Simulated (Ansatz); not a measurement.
**CH₉NSSi₂: up Jacob's ladder to CCSD(T)**

How much do the methods differ for CH₉NSSi₂? The plan is to run it at one geometry with functionals of several rungs and with coupled cluster. The yardstick is the atomisation energy at the CCSD(T) limit.

Method: functionals in def2-TZVPP, the program's frozen cores in correlated methods; program: Ansatz 0.2.0, Gaussian basis.

Plan: PBE-D4, r2SCAN-D4, PBE0-D4, B3LYP-D4, ωB97X-V, ωB97M-V, B2PLYP; CCSD(T)/def2-TZVPP; MP2/def2-QZVPP; extrapolation to the limit.

**1. The relaxed structure**

All runs share one geometry, relaxed beforehand with PBE0-D4 in a triple-zeta def2 set.

SMILES `NC[SiH2]S[SiH3]`, 14 atoms, charge 0, spin multiplicity 1.

Atoms are counted from 1 here; the program's logs count them from 0.

Bond lengths: N1–C2 1.462 Å, N1–H6 1.013 Å, N1–H7 1.014 Å, C2–Si3 1.885 Å, C2–H8 1.095 Å, C2–H9 1.095 Å, Si3–S4 2.148 Å, Si3–H10 1.491 Å, Si3–H11 1.487 Å, S4–Si5 2.135 Å, Si5–H12 1.483 Å, Si5–H13 1.487 Å, Si5–H14 1.484 Å. Angles: C2–N1–H6 110.7°, C2–N1–H7 110.1°, H6–N1–H7 106.6°, N1–C2–Si3 114.1°, N1–C2–H8 109.1°, N1–C2–H9 108.9°, Si3–C2–H8 109.3°, Si3–C2–H9 109.6°, H8–C2–H9 105.4°, C2–Si3–S4 109.6°, C2–Si3–H10 112.9°, C2–Si3–H11 109.7°, S4–Si3–H10 109.2°, S4–Si3–H11 105.3°, H10–Si3–H11 109.8°, Si3–S4–Si5 97.1°, S4–Si5–H12 106.9°, S4–Si5–H13 110.7° and more.

**2. PBE-D4 (GGA)**

Contents of in.yaml:

```yaml
crystal:
  periodic: [false, false, false]
  atoms:
    - {symbol: N, position_ang: [-2.378863, 0.391253, 0.134992]}
    - {symbol: C, position_ang: [-1.434770, -0.538113, -0.483162]}
    - {symbol: Si, position_ang: [0.009715, -1.022034, 0.627550]}
    - {symbol: S, position_ang: [1.000471, 0.748806, 1.332023]}
    - {symbol: Si, position_ang: [2.281480, 1.024004, -0.353568]}
    - {symbol: H, position_ang: [-2.815302, -0.029561, 0.946595]}
    - {symbol: H, position_ang: [-1.890937, 1.217365, 0.463132]}
    - {symbol: H, position_ang: [-1.972031, -1.441339, -0.792421]}
    - {symbol: H, position_ang: [-1.053884, -0.094265, -1.408376]}
    - {symbol: H, position_ang: [1.002022, -1.897944, -0.059642]}
    - {symbol: H, position_ang: [-0.500871, -1.699319, 1.849105]}
    - {symbol: H, position_ang: [2.839511, 2.394185, -0.250575]}
    - {symbol: H, position_ang: [1.518235, 0.889410, -1.622415]}
    - {symbol: H, position_ang: [3.382322, 0.028250, -0.354138]}
basis:
  gaussian: {orbitals: def2-TZVPP}
hamiltonian: {xc: pbe, dispersion: d4}
output: {forces: true, orbitals: {seedname: orbitals}}
```

On the command line:

```bash
$ ansatz run in.yaml --threads 2 --pin off --events-out ev --progress --plain --max-ram 20480MiB --backend cuda --devices 0, --max-vram 18GiB
```

The runs that follow: r2SCAN-D4 (meta-GGA); PBE0-D4 (hybrid); B3LYP-D4 (hybrid); ωB97X-V (range-separated); ωB97M-V (range-separated); B2PLYP (double hybrid); CCSD(T) in def2-TZVPP; MP2 in def2-QZVPP.

Before running them: what should the planned runs give, taken together? Wanted: atomisation energy, CCSD(T)/CBS; farthest; mean size of error, hybrid; mean size of error, range-separated; gap, smallest and largest; T1 diagnostic; triples share of the correlation energy.

The runs gave:

| quantity | value |
| --- | --- |
| atomisation energy, CCSD(T)/CBS | 1099.8 kcal/mol |
| functionals within 5.5 kcal/mol (0.5 %) | PBE-D4, r2SCAN-D4, PBE0-D4, B3LYP-D4, ωB97M-V |
| farthest | B2PLYP (-17.7 kcal/mol) |
| mean size of error, hybrid | 3.1 kcal/mol |
| mean size of error, range-separated | 5.8 kcal/mol |
| gap, smallest and largest | 4.38 eV (PBE-D4), 10.99 eV (ωB97X-V) |
| T1 diagnostic | 0.0110 |
| triples share of the correlation energy | 3.9 % |

What this shows: PBE-D4 is off by +5.3 kcal/mol. Double hybrids carry the basis error of their MP2 part in triple zeta, and no dispersion term here, so their miss is partly the set-up's. Misses under about 5.5 kcal/mol are within the doubt on the reference itself, which lacks core-valence correlation, relativity and higher excitations. Hartree-Fock recovers 73 % of the binding; the rest is correlation. Orbital gaps span 4.4 to 11.0 eV; exact exchange widens them.
